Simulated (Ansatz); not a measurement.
# FH₄InSi: how energies converge with the basis set

The task here is to estimate one member of a computed series from the others.

Program: Ansatz 0.2.0, Gaussian basis. Level of theory: one geometry, several basis sets. These are calculated values, not measurements.

Levels to be run: PBE0-D4/def2-SVP; ωB97M-V/def2-SVP; PBE0-D4/def2-QZVPP; ωB97M-V/def2-QZVPP; the functionals' def2-TZVPP values are taken from earlier runs.

## The geometry

The geometry comes from an earlier relaxation with PBE0-D4 in a triple-zeta def2 set; it is a stationary point, not always the lowest conformer. In takes the def2 core potential; no spin-orbit term is included.

SMILES `F[SiH2][InH2]`, 7 atoms, charge 0, spin multiplicity 1.

Atoms are counted from 1 here; the program's logs count them from 0.

Bond lengths: F1–Si2 1.612 Å, Si2–In3 2.582 Å, Si2–H4 1.490 Å, Si2–H5 1.490 Å, In3–H6 1.725 Å, In3–H7 1.729 Å. Angles: F1–Si2–In3 111.5°, F1–Si2–H4 106.9°, F1–Si2–H5 106.9°, In3–Si2–H4 112.0°, In3–Si2–H5 112.0°, H4–Si2–H5 107.2°, Si2–In3–H6 122.4°, Si2–In3–H7 119.0°, H6–In3–H7 118.6°.

Set-up of the first run:

in.yaml

```yaml
crystal:
  periodic: [false, false, false]
  atoms:
    - {symbol: F, position_ang: [-2.243288, 0.172526, -0.252899]}
    - {symbol: Si, position_ang: [-0.775100, -0.258578, -0.758450]}
    - {symbol: In, position_ang: [1.036482, 0.331036, 0.983935]}
    - {symbol: H, position_ang: [-0.824882, -1.721528, -1.038463]}
    - {symbol: H, position_ang: [-0.543601, 0.432224, -2.058502]}
    - {symbol: H, position_ang: [0.662639, 1.095257, 2.484755]}
    - {symbol: H, position_ang: [2.687740, -0.050946, 0.639613]}
basis:
  gaussian: {orbitals: def2-SVP}
hamiltonian: {xc: pbe0, dispersion: d4}
output: {orbitals: {seedname: orbitals}}
```

Launch:

```console
ansatz run in.yaml --threads 2 --pin off --events-out ev --progress --plain --max-ram 4352MiB
```

Among the steps run: PBE0-D4 in def2-SVP; ωB97M-V in def2-SVP; PBE0-D4 in def2-QZVPP; ωB97M-V in def2-QZVPP.

One table of the session follows, with a row left open; its other results are not shown here.

It belongs to the step «Functionals by basis». 

| functional | basis | HOMO (eV) | LUMO (eV) |
| --- | --- | --- | --- |
| PBE0-D4 | def2-SVP | -7.39 | -2.24 |
| PBE0-D4 | def2-TZVPP | -7.42 | -2.28 |
| PBE0-D4 | def2-QZVPP | -7.43 | -2.29 |
| ωB97M-V | def2-SVP | ? | ? |
| ωB97M-V | def2-TZVPP | -9.42 | -0.73 |
| ωB97M-V | def2-QZVPP | -9.44 | -0.75 |

Estimate the missing values for ωB97M-V, def2-SVP.

As computed: HOMO (eV): -9.36; LUMO (eV): -0.63. In the column «HOMO (eV)» it lies between ωB97M-V, def2-TZVPP (-9.42) and PBE0-D4, def2-QZVPP (-7.43).
